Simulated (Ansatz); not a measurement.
**CH₈OSSi₂: a ladder of functionals and wavefunction methods**

The task here is to estimate one member of a computed series from the others.

Program: Ansatz 0.2.0, Gaussian basis. Level of theory: functionals in def2-TZVPP, the program's frozen cores in correlated methods. These are calculated values, not measurements.

Plan: LDA (SPW92), PBE-D4, revPBE-D4, BLYP-D4, r2SCAN-D4, B97M-V, PBE0-D4, B3LYP-D4, r2SCANh-D4, r2SCAN0-D4, HSE06-D4, BHLYP-D4, CAM-B3LYP-D4, LC-ωPBE, ωB97X-V, ωB97M-V, B2PLYP, PBE-QIDH; CCSD(T)/def2-SVP; CCSD(T)/def2-TZVPP; MP2/def2-QZVPP; extrapolation to the limit; RPA on PBE.

## The geometry

The geometry comes from an earlier relaxation with PBE0-D4 in a triple-zeta def2 set; it is a stationary point, not always the lowest conformer.

SMILES `[SiH3]OC[SiH2]S`, 13 atoms, charge 0, spin multiplicity 1.

Atoms are counted from 1 here; the program's logs count them from 0.

Bond lengths: Si1–O2 1.648 Å, Si1–H6 1.489 Å, Si1–H7 1.489 Å, Si1–H8 1.481 Å, O2–C3 1.422 Å, C3–Si4 1.887 Å, C3–H9 1.098 Å, C3–H10 1.100 Å, Si4–S5 2.132 Å, Si4–H11 1.485 Å, Si4–H12 1.485 Å, S5–H13 1.345 Å. Angles: O2–Si1–H6 110.5°, O2–Si1–H7 110.4°, O2–Si1–H8 106.3°, H6–Si1–H7 108.3°, H6–Si1–H8 110.6°, H7–Si1–H8 110.7°, Si1–O2–C3 121.1°, O2–C3–Si4 107.6°, O2–C3–H9 111.0°, O2–C3–H10 110.9°, Si4–C3–H9 109.9°, Si4–C3–H10 110.0°, H9–C3–H10 107.4°, C3–Si4–S5 109.8°, C3–Si4–H11 110.4°, C3–Si4–H12 108.7°, S5–Si4–H11 106.3°, S5–Si4–H12 111.8° and more.

The first run:

Contents of in.yaml:

```yaml
crystal:
  periodic: [false, false, false]
  atoms:
    - {symbol: Si, position_ang: [-2.216608, 0.137798, -0.518342]}
    - {symbol: O, position_ang: [-0.736605, -0.065000, 0.177765]}
    - {symbol: C, position_ang: [0.429183, -0.251600, -0.614463]}
    - {symbol: Si, position_ang: [1.900352, -0.398877, 0.558625]}
    - {symbol: S, position_ang: [2.035931, 1.351290, 1.769202]}
    - {symbol: H, position_ang: [-2.580182, -1.057639, -1.328540]}
    - {symbol: H, position_ang: [-2.210516, 1.326229, -1.415322]}
    - {symbol: H, position_ang: [-3.176626, 0.326098, 0.593130]}
    - {symbol: H, position_ang: [0.579390, 0.593935, -1.299086]}
    - {symbol: H, position_ang: [0.344798, -1.160012, -1.228268]}
    - {symbol: H, position_ang: [3.169796, -0.473269, -0.208990]}
    - {symbol: H, position_ang: [1.733168, -1.624879, 1.380313]}
    - {symbol: H, position_ang: [0.748418, 1.261126, 2.148878]}
basis:
  gaussian: {orbitals: def2-TZVPP}
hamiltonian: {xc: lda}
output: {orbitals: {seedname: orbitals}}
```

Among the steps run: LDA; PBE-D4 (GGA); revPBE-D4 (GGA); BLYP-D4 (GGA); r2SCAN-D4 (meta-GGA); B97M-V (meta-GGA); PBE0-D4 (hybrid); B3LYP-D4 (hybrid); r2SCANh-D4 (hybrid); r2SCAN0-D4 (hybrid); HSE06-D4 (hybrid); BHLYP-D4 (hybrid); CAM-B3LYP-D4 (range-separated); LC-ωPBE (range-separated); ωB97X-V (range-separated); ωB97M-V (range-separated); B2PLYP (double hybrid); PBE-QIDH (double hybrid).

One of the session's tables, all rows but one given; the rest of the session is left out.

It belongs to the step «Frontier levels by functional». 

| functional | HOMO (eV) | gap (eV) |
| --- | --- | --- |
| LDA (SPW92) | -6.24 | 4.94 |
| PBE-D4 | -6.14 | 5.13 |
| revPBE-D4 | ? | ? |
| BLYP-D4 | -5.98 | 5.12 |
| r2SCAN-D4 | -6.42 | 5.81 |
| B97M-V | -6.56 | 5.69 |
| PBE0-D4 | -7.36 | 7.23 |
| B3LYP-D4 | -7.12 | 6.78 |
| r2SCANh-D4 | -6.87 | 6.55 |
| r2SCAN0-D4 | -7.54 | 7.66 |
| HSE06-D4 | -6.96 | 6.45 |
| BHLYP-D4 | -8.44 | 9.20 |
| CAM-B3LYP-D4 | -8.68 | 9.55 |
| LC-ωPBE | -10.08 | 12.14 |
| ωB97X-V | -9.73 | 11.62 |
| ωB97M-V | -9.57 | 11.13 |

Q: Estimate the row for revPBE-D4 from the others.

**Answer.** HOMO (eV): -6.10; gap (eV): 5.21. In the column «HOMO (eV)» it lies between PBE-D4 (-6.14) and BLYP-D4 (-5.98).
